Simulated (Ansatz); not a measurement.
Crystal: CsLiCr2Te2S3.

```
Cs Li Cr Te S
1.0
     7.28959   -2.10433    0.01772
     7.28959    2.10433    0.01772
    -2.53315    0.00000    7.28100
Cs Li Cr Te S
1 1 2 2 3
Direct
  0.50000 0.50000 0.00000
  0.00000 0.00000 0.50000
  0.32870 0.32870 0.43300
  0.67130 0.67130 0.56700
  0.80672 0.80672 0.17427
  0.19328 0.19328 0.82573
  0.16358 0.16358 0.39713
  0.83642 0.83642 0.60287
  0.50000 0.50000 0.50000
```

The cell was built by a generator and needn't be a form met in nature.

| Quantity | Value |
| --- | --- |
| Program | Ansatz 0.2.0 |
| Task | relaxation of cell and atoms |
| Functional | r2SCAN |
| Dispersion | rVV10 |
| Potentials or basis | Ansatz PAW |
| Cutoff | 500 eV (not typed: the program's choice for these potentials) |
| k mesh | 5 × 5 × 3 |
| Occupations | fermi-dirac, width 0.05 eV |
| Spin | collinear spin, ferromagnetic start |
| Starting moments | [0.0, 0.0, 3.0, 3.0, 0.0, 0.0, 0.0, 0.0, 0.0] μB |

At the start: volume 24.84 Å³/atom.

**Question.** Where does the relaxation end?

**Answer.** It ends after 9 steps and the volume is 23.83 Å³/atom (-4.1 %); space group C2/m (No. 12, to 0.05 Å); moment 5.96 μB per cell.

Step by step:
```
step  energy change (eV)  largest force (eV/Å)  volume (Å³)
   1              0.0000                0.2073       223.57
   2             -0.0419                0.1233       218.39
   3             -0.0601                0.0870       213.68
   4             -0.0657                0.0536       214.64
   5             -0.0688                0.0237       214.86
   6             -0.0697                0.0589       214.72
   7             -0.0705                0.0146       214.46
   8             -0.0705                0.0051       214.48
   9             -0.0692                0.0051       214.48
```

Final structure:
```xyz
9
Lattice="7.3179 -2.0778 -0.0567 7.3179 2.0778 -0.0567 -2.6168 0.0000 7.0732" Properties=species:S:1:pos:R:3 pbc="T T T"
Cs    7.3179    0.0000   -0.0567
Li   -1.3084    0.0000    3.5366
Cr    3.6487    0.0000    3.0325
Cr    8.3704    0.0000    3.9274
Te   11.4528    0.0000    1.0611
Te    0.5663    0.0000    5.8987
S     1.3436    0.0000    2.6666
S    10.6755    0.0000    4.2933
S     6.0095    0.0000    3.4799
```

Caveat: the magnetic or orbital state may not be the lowest; the plane-wave basis is chosen anew once the cell has moved, so the energies of steps on either side of that aren't comparable; only a ferromagnetic start was run, and an antiferromagnetic order may lie lower in energy; the PAW data sets come from PBE, with cores solved anew for the run's functional, which leaves a small shift of forces and pressure.
